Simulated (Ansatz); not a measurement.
# Ge, space group Cmmm: a calculation of the elastic constants

Computed with Ansatz 0.2.0 through its Python package.

Script `elastic_ge.py`:
```python
import ansatz as az
import numpy as np

ECUT = 550
SMEARING = "fermi_dirac"
SIGMA = 0.1
MESH = (18, 18, 16)


def main() -> None:
    ge = (
        az.Lattice.of((1.397149, -2.600516, 0.0), (1.397149, 2.600516, 0.0), (0.0, 0.0, 2.698231))
        .atom("Ge", (0.5, 0.5, 0.0))
    )

    setup = (
        ge.calculation()
        .basis(ECUT)
        .occupations(SMEARING, width=SIGMA)
        .functional(az.Functional.LDA)
        .kpoints(*MESH)
    )
    done = setup.elastic("relaxed_ion").run()
    elastic = done.elastic

    print(np.array2string(np.round(elastic.c_gpa, 1) + 0.0, suppress_small=True))
    print("Voigt stress of the unstrained cell (GPa, tension positive):", np.round(elastic.sigma0_gpa, 3) + 0.0)
    print("smallest eigenvalue of C:", round(elastic.stability.min_eigenvalue_gpa, 1), "GPa; tensor positive definite:", elastic.stability.min_eigenvalue_gpa > 0)
    if elastic.stability.min_eigenvalue_gpa > 0:
        m = elastic.moduli
        anisotropy = 5 * m.g_voigt_gpa / m.g_reuss_gpa + m.k_voigt_gpa / m.k_reuss_gpa - 6
        print(f"Voigt K {m.k_voigt_gpa:.1f} G {m.g_voigt_gpa:.1f}; Reuss K {m.k_reuss_gpa:.1f} G {m.g_reuss_gpa:.1f}; universal anisotropy index {anisotropy:.3f}")


if __name__ == "__main__":
    main()
```

```console
$ python elastic_ge.py
[[111.7  65.9  10.1   0.    0.    0. ]
 [ 63.6  65.6  13.5   0.    0.    0. ]
 [  9.2  14.9 130.5   0.    0.    0. ]
 [  0.    0.    0.   39.1   0.    0. ]
 [  0.    0.    0.    0.   45.8   0. ]
 [  0.    0.    0.    0.    0.   -6.7]]
Voigt stress of the unstrained cell (GPa, tension positive): [4.552 6.883 5.506 0.    0.    0.   ]
smallest eigenvalue of C: -6.7 GPa; tensor positive definite: False
```

Notes:
- The cell isn't relaxed first, so the values belong to this volume.
- The cell stands under an uneven stress, so these stress-strain coefficients aren't symmetric, and eigenvalues smaller than that stress decide nothing.
- At these settings the cell as given stands under about -6 GPa, so it isn't at this functional's equilibrium volume.
- This isn't the structure that Ge takes at ambient conditions.
- Shear constants of a metal converge slowly with the k-point mesh and can be wrong in sign on a coarse one; the constants belong to the cell that was strained.
- Timing: 6.9 min on 1 thread of Arm Neoverse V1 (shared host), peak memory 0.87 GiB.
